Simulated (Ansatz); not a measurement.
# CH₆O₃Ti: basis-set convergence

One table from this session's results is given with a row withheld; the runs are named, their logs left out.

Program: Ansatz 0.2.0, Gaussian basis. Level of theory: one geometry, several basis sets. These are calculated values, not measurements.

Plan: PBE0-D4/def2-SVP; ωB97M-V/def2-SVP; PBE0-D4/def2-QZVPP; ωB97M-V/def2-QZVPP; the functionals' def2-TZVPP values are taken from earlier runs.

## The geometry

All runs share one geometry, relaxed beforehand with PBE0-D4 in a triple-zeta def2 set.

SMILES `[CH3][Ti]([OH])([OH])[OH]`, 11 atoms, charge 0, spin multiplicity 1.

Atoms are counted from 1 here; the program's logs count them from 0.

Bond lengths: C1–Ti2 2.071 Å, C1–H6 1.093 Å, C1–H7 1.094 Å, C1–H8 1.094 Å, Ti2–O3 1.799 Å, Ti2–O4 1.792 Å, Ti2–O5 1.777 Å, O3–H9 0.957 Å, O4–H10 0.956 Å, O5–H11 0.953 Å. Angles: Ti2–C1–H6 109.3°, Ti2–C1–H7 110.2°, Ti2–C1–H8 109.6°, H6–C1–H7 109.3°, H6–C1–H8 109.3°, H7–C1–H8 109.0°, C1–Ti2–O3 105.6°, C1–Ti2–O4 105.2°, C1–Ti2–O5 104.6°, O3–Ti2–O4 110.9°, O3–Ti2–O5 113.8°, O4–Ti2–O5 115.7°, Ti2–O3–H9 132.4°, Ti2–O4–H10 139.4°, Ti2–O5–H11 155.9°.

The first run:

Contents of in.yaml:

```yaml
crystal:
  periodic: [false, false, false]
  atoms:
    - {symbol: C, position_ang: [-1.544300, 0.017953, 0.008221]}
    - {symbol: Ti, position_ang: [0.522813, 0.038310, 0.127296]}
    - {symbol: O, position_ang: [0.916402, -0.542999, 1.783509]}
    - {symbol: O, position_ang: [0.988519, 1.757446, -0.073016]}
    - {symbol: O, position_ang: [1.057641, -1.059057, -1.164054]}
    - {symbol: H, position_ang: [-1.958391, 0.654796, 0.794691]}
    - {symbol: H, position_ang: [-1.870394, 0.389279, -0.967583]}
    - {symbol: H, position_ang: [-1.909338, -1.004679, 0.140657]}
    - {symbol: H, position_ang: [1.201520, -1.392925, 2.119146]}
    - {symbol: H, position_ang: [1.165768, 2.384622, -0.771895]}
    - {symbol: H, position_ang: [1.494961, -1.299745, -1.976172]}
basis:
  gaussian: {orbitals: def2-SVP}
hamiltonian: {xc: pbe0, dispersion: d4}
output: {orbitals: {seedname: orbitals}}
```

Among the steps run: PBE0-D4 in def2-SVP; ωB97M-V in def2-SVP; PBE0-D4 in def2-QZVPP; ωB97M-V in def2-QZVPP.

One table of the session follows, with a row left open; its other results are not shown here.

It belongs to the step «Density functionals: the series». 

```
functional       basis  HOMO (eV)
   PBE0-D4    def2-SVP          ?
   PBE0-D4  def2-TZVPP      -7.51
   PBE0-D4  def2-QZVPP      -7.53
   ωB97M-V    def2-SVP      -9.69
   ωB97M-V  def2-TZVPP      -9.87
   ωB97M-V  def2-QZVPP      -9.89
```

**Question.** Estimate the row for PBE0-D4, def2-SVP.

**Answer.** HOMO (eV): -7.36. In the column «HOMO (eV)» it is the highest.
